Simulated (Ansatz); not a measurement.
# As2Se: the cost of one run

Program: Ansatz 0.2.0. Level of theory: DFT PBEsol, scalar-relativistic, plane waves, PAW. These are calculated values, not measurements.

### Step 1. The starting structure

Symmetry: I4_1/amd, No. 141, tetragonal system. Conventional cell: a = 7.059 Å, b = 7.059 Å, c = 5.307 Å, α = 90.00°, β = 90.00°, γ = 90.00°. As (site symmetry 2/m) has 2 Se at 2.66 Å and 4 As at 2.83 Å as nearest neighbours. Around Se (site symmetry -4m2) lie 4 As at 2.66 Å.

Structure file:

```
As Se
1.0
    -3.52942    3.52942    2.65357
     3.52942   -3.52942    2.65357
     3.52942    3.52942   -2.65357
As Se
4 2
Direct
  0.87500 0.12500 0.75000
  0.37500 0.12500 0.25000
  0.87500 0.62500 0.75000
  0.87500 0.12500 0.25000
  0.50000 0.50000 0.00000
  0.25000 0.75000 0.50000
```

The structure comes from the Materials Project (structure only).

(A quick probe on a coarse mesh, which set the mesh and smearing, is not shown.)

### Step 3. Full relaxation

input.yaml reads:

```yaml
crystal:
  lattice:
    - [-3.529418, 3.529418, 2.653571]
    - [3.529418, -3.529418, 2.653571]
    - [3.529418, 3.529418, -2.653571]
  atoms:
    - { symbol: As, position: [0.875, 0.125, 0.75] }
    - { symbol: As, position: [0.375, 0.125, 0.25] }
    - { symbol: As, position: [0.875, 0.625, 0.75] }
    - { symbol: As, position: [0.875, 0.125, 0.25] }
    - { symbol: Se, position: [0.5, 0.5, 0.0] }
    - { symbol: Se, position: [0.25, 0.75, 0.5] }
basis:
  ecutwfc: 420
kpoints:
  mp_grid: { grid: [8, 8, 8] }
hamiltonian:
  xc: pbesol
scf:
  occupations: { method: gaussian, width: 0.1 }
output:
  forces: true
  stress: true
  eigenvalues: true
  write_density: true
  write_potential: true
  elf: true
  volumetric_format: npy
relax:
  adjacent_minimum: "off"
  f_tol: 0.005
  max_steps: 80
  cell: { stress_tol: 0.05 }
```

The run is started by

```sh
$ ansatz run input.yaml --threads 1 --pin off --max-ram 2560MiB --backend cpu --events-out ev --progress --plain --runs-dir out
```

**Question.** How long does this run take on 1 thread of Intel Xeon Platinum 8375C at 2.90GHz (Ice Lake), shared host, and how much memory does it need?

About 2.2 min, with a peak of 0.67 GiB.
